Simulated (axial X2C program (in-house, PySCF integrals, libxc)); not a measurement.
# ITi⁺: properties at the nuclei

Wanted for ITi⁺: properties at the nuclei, at the two-component level.

Computed with an in-house X2C program for linear molecules on PySCF integrals. Level: two-component X2C with atomic mean-field terms, I dyall-cv3z, Ti dyall-cv3z.

All values are calculated.

### Step 1. Set-up

Contents of task.json:

```json
{"zs": [53, 22], "q": 1, "bas": ["dyall-cv3z", "dyall-cv3z"], "r0": 2.69, "levels": ["PBE0", "HF", "TPSSh", "BP86", "BHandHLYP"], "nst": 3}
```

Keys: zs atomic numbers; q charge; bas basis sets; r0 starting distance in Å; levels methods (HF also brings MP2); nst determinants followed.

Command:

```sh
$ python soeom.py task.json out
```

Further steps of the session: Expectation values, lowest determinant; Expectation values, a higher determinant; Expectation values, a higher determinant.

Before running it: what results should come out? Wanted: lowest determinant; Eeff magnitude; Ws magnitude I; A∥/gI I; qzz I; higher determinant (for each run or level that gives them).

**Answer**, as computed:

| quantity | value |
| --- | --- |
| lowest determinant | Ω = 1 (excess of +ω over −ω: ω = -1/2, ω = 3/2) |
| Eeff magnitude (GV/cm), PBE0 | 1.15 |
| Ws magnitude I (kHz), PBE0 | 0.643 |
| A∥/gI I (MHz), PBE0 | -8.21 |
| qzz I (a.u.), PBE0 | 1.45 |
| higher determinant | Ω = 3 (excess of +ω over −ω: ω = 1/2, ω = 5/2) |
| Eeff magnitude (GV/cm), PBE0, higher determinant | 1.2 |
| Ws magnitude I (kHz), PBE0, higher determinant | 0.224 |
| A∥/gI I (MHz), PBE0, higher determinant | -9.69 |
| qzz I (a.u.), PBE0, higher determinant | 1.42 |
| higher determinant | Ω = 2 (excess of +ω over −ω: ω = 1/2, ω = 3/2) |
| Eeff magnitude (GV/cm), PBE0, higher determinant | 0.996 |
| Ws magnitude I (kHz), PBE0, higher determinant | 0.285 |
| A∥/gI I (MHz), PBE0, higher determinant | 156 |
| qzz I (a.u.), PBE0, higher determinant | 2.01 |

In words: In the first state, the effective field runs from 0.829 to 1.9 GV/cm over the mean-field levels, so the levels don't agree on it. The expectation values come from single determinants, which for open shells can mix terms of unlike spin or miss the lowest Ω, so a determinant need not be a state. Eeff is the effective electric field on the electron dipole moment in this Ω state and Ws the scalar–pseudoscalar constant (defined with the proton number Z and per Ω); A∥ is the parallel hyperfine constant, which follows by multiplying with the nuclear g factor gI = μI/(I μN); qzz is the electric field gradient, eQq0 = 234.96 MHz × Q/barn × qzz. The operators were transformed with the bare-nucleus X2C matrices. A second determinant lies within 0.1 eV of the first.
